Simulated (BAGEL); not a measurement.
# HF/6-31G(d) (density fitting with qzvpp-jkfit, spherical functions) run of B2HBrF2 (SMILES FB(F)BBr)

Aim: a single-point energy of B2HBrF2. 

The results are computed with BAGEL 1.2.2.

30 further runs of the same task are left out: 8 that didn't finish, 22 set aside as unsound or not needed.

**1. The molecule**

B2HBrF2 has 6 atoms, charge 0, and is taken as a singlet. SMILES: `FB(F)BBr`. Geometry: relaxed at GFN2-xTB.

Bond lengths: F1–B2 1.324 Å, B2–F3 1.322 Å, B2–B4 1.694 Å, B4–Br5 1.854 Å, B4–H6 1.174 Å. Angles: F1–B2–F3 111.5°, F1–B2–B4 123.2°, F3–B2–B4 125.3°, B2–B4–Br5 122.1°, B2–B4–H6 122.4°, Br5–B4–H6 115.6°.

**2. The energy at HF/6-31G(d) (density fitting with qzvpp-jkfit, spherical functions)**

hf.json

```json
{ "bagel": [

{
  "title": "molecule",
  "basis": "6-31gs.json",
  "df_basis": "qzvpp-jkfit",
  "angstrom": "true",
  "geometry": [
    { "atom": "F", "xyz": [    0.829310,   -1.765240,    0.410080 ] },
    { "atom": "B", "xyz": [   -0.087690,   -0.818810,    0.287460 ] },
    { "atom": "F", "xyz": [   -1.277180,   -1.244150,    0.677500 ] },
    { "atom": "B", "xyz": [    0.254900,    0.733800,   -0.295970 ] },
    { "atom": "Br", "xyz": [   -1.054270,    2.036470,   -0.456170 ] },
    { "atom": "H", "xyz": [    1.334930,    1.057930,   -0.622900 ] }
  ]
},
{
  "title": "hf"
},
{
  "title": "print",
  "file": "orbitals.molden",
  "orbitals": "true"
}

]}
```

The basis set 6-31G* is read from a file made from the Basis Set Exchange's data (not shown).

On the command line:

```
$ BAGEL_NUM_THREADS=1 BAGEL hf.json > hf.out
```

The program printed:

```text
* using 1 threads per process

  ===============================================================
  ===============================================================

  *** Geometry ***

  { "atom" : "F", "xyz" : [      1.567169,     -3.335820,      0.774939 ] },
  { "atom" : "B", "xyz" : [     -0.165710,     -1.547327,      0.543221 ] },
  { "atom" : "F", "xyz" : [     -2.413520,     -2.351103,      1.280289 ] },
  { "atom" : "B", "xyz" : [      0.481691,      1.386681,     -0.559302 ] },
  { "atom" : "Br", "xyz" : [     -1.992282,      3.848371,     -0.862036 ] },
  { "atom" : "H", "xyz" : [      2.522652,      1.999198,     -1.177110 ] },

  Number of auxiliary basis functions:      588

  Since a DF basis is specified, we compute 2- and 3-index integrals:
    o Being stored without compression. Storage requirement is 0.038 GB

  Number of basis functions:       90
  Number of electrons      :       64

    * METHOD: MOLECULE                             0.56

  *** RHF ***

  === Nuclear Repulsion ===
   260.7487865326

      * DIIS with orbital gradients will be used.

  === RHF iteration (6-31gs.json) ===
      0      -2820.87494008          0.01762553           0.17
      1      -2821.00140613          0.01111101           0.17
      2      -2821.06128896          0.00113166           0.15
      3      -2821.06260056          0.00015183           0.15
      4      -2821.06262825          0.00005122           0.15
      5      -2821.06263222          0.00001666           0.15
      6      -2821.06263271          0.00000669           0.15
      7      -2821.06263279          0.00000243           0.15
      8      -2821.06263280          0.00000075           0.18
      9      -2821.06263280          0.00000028           0.15
     10      -2821.06263280          0.00000010           0.14
     11      -2821.06263280          0.00000003           0.14
     12      -2821.06263280          0.00000001           0.14
     13      -2821.06263280          0.00000000           0.14
    * SCF iteration converged.

    * Permanent dipole moment:
           (   -0.300401,    -0.309756,     0.166783) a.u.

    * METHOD: HF                                   2.57

    * METHOD: PRINT                                0.02

  ===============================================================
```

Run time: 3.6 s. Hardware: 1 thread of Intel Xeon Platinum 8259CL at 2.50GHz (Skylake/Cascade Lake), shared host; peak memory 0.17 GiB.

**3. Summary of results**

Level: HF/6-31G* (density fitting with qzvpp-jkfit, spherical functions).

| quantity | value |
| --- | --- |
| total energy | -2821.06263 Eh |
| dipole moment | 1.18 D |
| HOMO energy | -11.26 eV |
| LUMO energy | 0.66 eV |
| HOMO–LUMO gap | 11.92 eV |
